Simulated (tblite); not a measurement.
# C4H10AlBrO: the cost of one run

Computed with tblite 0.8.0 and PySCF 2.14.0, with density-fitted response routines of our own, on a single molecule in the gas phase. Atoms are numbered from 0 throughout.

### 1 The starting structure

17 atoms, charge 0, multiplicity 1; geometry from: force field or distance geometry start.

Bonds of the start (Å): C0–C1 1.51, C1–C2 1.32, C2–O3 1.42, O3–C4 1.44, O3–Al5 1.88, Al5–Br6 2.38, C0–H7 1.11, C0–H8 1.11, C0–H9 1.10, C1–H10 1.09, C2–H11 1.08, C4–H12 1.11, C4–H13 1.12, C4–H14 1.10, Al5–H15 1.61, Al5–H16 1.59.

### 2 Relaxing the molecule with GFN2-xTB

Job settings and geometry (Å):

```
{"job": {"kind": "relax", "xc": "GFN2-xTB", "basis": "xTB"}, "charge": 0, "multiplicity": 1}
C      2.870800     0.074500     0.255400
C      1.461600    -0.449400     0.176400
C      0.432900     0.371600     0.046400
O     -0.915800    -0.056700    -0.039000
C     -1.280000    -1.450500     0.058500
Al    -2.260600     1.234100    -0.245100
Br    -1.890300     2.419000    -2.272100
H      3.112000     0.632400    -0.672800
H      2.969700     0.757200     1.127100
H      3.574300    -0.763700     0.378600
H      1.324700    -1.526000     0.252300
H      0.624900     1.436200    -0.017900
H     -2.382600    -1.594700    -0.013100
H     -0.802500    -2.013600    -0.783700
H     -0.950700    -1.861200     1.026000
H     -2.201600     2.256300     0.996600
H     -3.693700     0.546400    -0.283500
```

Started as:

```bash
> OMP_NUM_THREADS=1 python probes_run.py task.json out
```

One launch serves the whole session: the jobs run in the order shown.

**Question.** How long does this first job take on 1 thread of Arm Neoverse N1, shared host, and how much memory does it need?

About 2 s, with a peak of 0.18 GiB.
